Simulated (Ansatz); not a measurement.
# C2H4BBr: the cost of one run

Method: the settings change from run to run; program: Ansatz 0.2.0, Gaussian basis.

## (1) The molecule

The structure was relaxed beforehand with PBE0-D4 in a triple-zeta def2 set.

8 atoms, charge 0, spin multiplicity 1.

Atoms are counted from 1 here; the program's logs count them from 0.

Bond lengths: Br1–B2 1.873 Å, B2–C3 1.513 Å, B2–C4 1.513 Å, C3–C4 1.559 Å, C3–H5 1.086 Å, C3–H6 1.086 Å, C4–H7 1.086 Å, C4–H8 1.086 Å. Angles: Br1–B2–C3 149.0°, Br1–B2–C4 149.0°, C3–B2–C4 62.0°, B2–C3–C4 59.0°, B2–C3–H5 120.3°, B2–C3–H6 120.3°, C4–C3–H5 117.1°, C4–C3–H6 117.1°, H5–C3–H6 112.7°, B2–C4–C3 59.0°, B2–C4–H7 120.3°, B2–C4–H8 120.3°, C3–C4–H7 117.1°, C3–C4–H8 117.1°, H7–C4–H8 112.7°.

Coordinates:

```xyz
8
charge 0, multiplicity 1
Br   -2.5867    0.8314   -0.5436
B    -0.8378    0.2671   -0.1824
C     0.5914    0.6172    0.1707
C     0.1553   -0.8650   -0.0352
H     1.2510    1.0479   -0.5774
H     0.8472    0.9224    1.1815
H     0.5379   -1.3763   -0.9142
H     0.1339   -1.5018    0.8447
```

## (2) PBE0/cc-pVTZ-DK

This run has charge -1, multiplicity 2, a grid of angular degree 47, D4 dispersion, relativity set to none.

Input file in.yaml:

```yaml
crystal:
  periodic: [false, false, false]
  atoms:
    - {symbol: Br, position_ang: [-2.586709, 0.831441, -0.543560]}
    - {symbol: B, position_ang: [-0.837849, 0.267135, -0.182422]}
    - {symbol: C, position_ang: [0.591375, 0.617208, 0.170721]}
    - {symbol: C, position_ang: [0.155341, -0.865042, -0.035245]}
    - {symbol: H, position_ang: [1.250961, 1.047947, -0.577412]}
    - {symbol: H, position_ang: [0.847208, 0.922377, 1.181516]}
    - {symbol: H, position_ang: [0.537863, -1.376316, -0.914193]}
    - {symbol: H, position_ang: [0.133912, -1.501850, 0.844694]}
basis:
  gaussian: {orbitals: cc-pVTZ-DK, final_grid: {core_spheres: 20, valence_spheres: 16, degree: 47}}
total_charge: -1
magnetization: {spin_polarized: true, initial_magnetization: 1}
hamiltonian: {xc: {name: PBE0}, dispersion: d4, pseudopotentials: {relativity: none}}
output: {forces: true}
```

Started as:

```
$ ansatz run in.yaml --threads 2 --pin off --events-out ev --progress --plain --max-ram 4352MiB
```

Q: Estimate wall time and peak memory on 2 threads of Arm Neoverse V1, shared host.

About 13 s, with a peak of 0.61 GiB.
